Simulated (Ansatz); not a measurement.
# C2H8OSn (SMILES [CH3][SnH]([CH3])[OH]) at PBE0/def2-SVP (core potential)

Aim: the electronic atomisation energy of C2H8OSn at PBE0/def2-SVP (core potential), from 5 runs. 

The results are computed with Ansatz 0.2.0.

26 further runs of the same task are left out: 26 set aside as unsound or not needed. Runs told in other sessions of the task aren't counted.

## (1) The system as given

C2H8OSn has 12 atoms, charge 0, and is taken as a singlet. As SMILES, `[CH3][SnH]([CH3])[OH]`. The shape is that of a PBE0-D4/def2-TZVP optimisation. This is one conformer, not always the lowest.

Bond lengths: C1–Sn2 2.127 Å, Sn2–C3 2.137 Å, Sn2–O4 1.979 Å, C1–H5 1.090 Å, C1–H6 1.091 Å, C1–H7 1.090 Å, Sn2–H8 1.719 Å, C3–H9 1.091 Å, C3–H10 1.090 Å, C3–H11 1.090 Å, O4–H12 0.959 Å. Some angles: C1–Sn2–C3 113.4°, C1–Sn2–O4 102.6°, C3–Sn2–O4 107.5°, C1–Sn2–H8 113.5°, C3–Sn2–H8 111.6°, O4–Sn2–H8 107.5°, Sn2–C1–H5 109.7°, Sn2–C1–H6 110.8°, Sn2–C1–H7 109.2°, Sn2–C3–H9 110.5°.

## (2) The energy at PBE0/def2-SVP (core potential)

molecule.yaml reads:

```yaml
crystal:
  periodic: [false, false, false]
  atoms:
    - {symbol: C, position_ang: [-0.737300, 1.161600, -1.330200]}
    - {symbol: Sn, position_ang: [-0.473900, -0.166600, 0.310700]}
    - {symbol: C, position_ang: [1.517400, -0.173800, 1.086500]}
    - {symbol: O, position_ang: [-0.798900, -1.938100, -0.509600]}
    - {symbol: H, position_ang: [-1.759600, 1.088500, -1.700500]}
    - {symbol: H, position_ang: [-0.537700, 2.191200, -1.031000]}
    - {symbol: H, position_ang: [-0.050000, 0.883400, -2.129700]}
    - {symbol: H, position_ang: [-1.637800, 0.046600, 1.558200]}
    - {symbol: H, position_ang: [1.775800, 0.808400, 1.485200]}
    - {symbol: H, position_ang: [1.607000, -0.911900, 1.883800]}
    - {symbol: H, position_ang: [2.214500, -0.428400, 0.287800]}
    - {symbol: H, position_ang: [-1.042500, -2.616300, 0.122900]}
basis:
  gaussian: {orbitals: def2-SVP}
hamiltonian: {xc: pbe0}
accuracy: high
output: {orbitals: {seedname: orbitals}}
```

Run with:

```sh
ansatz run molecule.yaml --threads 1 --pin off --max-ram 2610MiB --events-out events.jsonl --progress --plain --runs-dir runs
```

Output:

```text
Warning: RAYON_NUM_THREADS=1 ignored (pool sized by the plan → 1); use --threads N
Functional definition: PBE0
  name "PBE0"
  parameter a = 0.25
  parameter kappa = 0.804
  parameter beta = 0.06672455060314922
  exchange = (1 - a)*pbe_x(kappa = kappa, mu = beta*pi^2/3) + a*exact_x
  correlation = pbe_c(beta = beta)
2661 factors; integrals over basis functions are off by at most 9.5e-9 eV
mean field evaluation 1: about -10062.8463 eV, gradient 7.4e1 eV
mean field evaluation 2: about -10048.2563 eV, gradient 1.1e2 eV
mean field evaluation 4: about -10074.7146 eV, gradient 4.8e0 eV
mean field evaluation 8: about -10074.9649 eV, gradient 1.9e-1 eV
mean field evaluation 16: about -10074.9650 eV, gradient 3.5e-5 eV
mean field -10074.96503638 eV, -370.2481360304 hartree, gradient 1.5e-8 eV, S^2 0.000000; 0 other end points of the search recorded, 0 dependent functions left out
reference -10074.96503948 eV, -370.2481361443 hartree; 25, 25 occupied and 83, 83 virtual orbitals, 2661 factors
Total energy: -10074.96503948 eV, -370.2481361443 hartree
```

Run time: 15 s. Hardware: 1 thread of Arm Neoverse V1, shared host; peak memory 0.44 GiB.

## (3) The C atom, same level

run.yaml reads:

```yaml
crystal:
  periodic: [false, false, false]
  atoms:
    - symbol: C
      position_ang: [0.000000, 0.000000, 0.000000]
basis:
  gaussian:
    orbitals: def2-SVP
magnetization:
  spin_polarized: true
  initial_magnetization: 2
hamiltonian:
  xc: {name: PBE0}
accuracy: high
```

Run the same way, it converges to -37.76066 Eh (log not shown).

## (4) The H atom, same level

molecule.yaml reads:

```yaml
basis:
  gaussian:
    orbitals: def2-SVP
crystal:
  periodic: [false, false, false]
  atoms:
    - {symbol: H, position_ang: [0.000000, 0.000000, 0.000000]}
magnetization:
  spin_polarized: true
  initial_magnetization: 1
accuracy: high
hamiltonian:
  xc: {name: PBE0}
```

Run the same way, it converges to -0.50029 Eh (log not shown).

## (5) The O atom, same level

in.yaml reads:

```yaml
crystal:
  periodic: [false, false, false]
  atoms:
    - {symbol: O, position_ang: [0.000000, 0.000000, 0.000000]}
basis:
  gaussian:
    orbitals: def2-SVP
magnetization:
  spin_polarized: true
  initial_magnetization: 2
hamiltonian:
  xc: pbe0
accuracy: high
```

Run the same way, it converges to -74.92490 Eh (log not shown).

## (6) The Sn atom

job.yaml reads:

```yaml
crystal:
  periodic: [false, false, false]
  atoms:
    - symbol: Sn
      position_ang: [0.000000, 0.000000, 0.000000]
basis:
  gaussian: {orbitals: def2-SVP}
magnetization: {spin_polarized: true, initial_magnetization: 2}
hamiltonian: {xc: {name: PBE0}}
accuracy: high
```

Run the same way, it converges to -214.25429 Eh (log not shown).

## (7) Summary of results

Level: PBE0/def2-SVP (core potential).

```
                     quantity          value
       molecule: total energy  -370.24814 Eh
        molecule: HOMO energy       -7.43 eV
        molecule: LUMO energy        0.67 eV
      molecule: HOMO–LUMO gap        8.10 eV
         C atom: total energy   -37.76066 Eh
                 C atom: ⟨S²⟩          2.002
         H atom: total energy    -0.50029 Eh
                 H atom: ⟨S²⟩          0.750
         O atom: total energy   -74.92490 Eh
                 O atom: ⟨S²⟩          2.002
        Sn atom: total energy  -214.25429 Eh
                Sn atom: ⟨S²⟩          2.003
electronic atomisation energy      42.050 eV
```

What this shows: Taking the molecule apart into free atoms costs 42.05 eV (970 kcal/mol), before zero-point energy and without spin-orbit coupling.
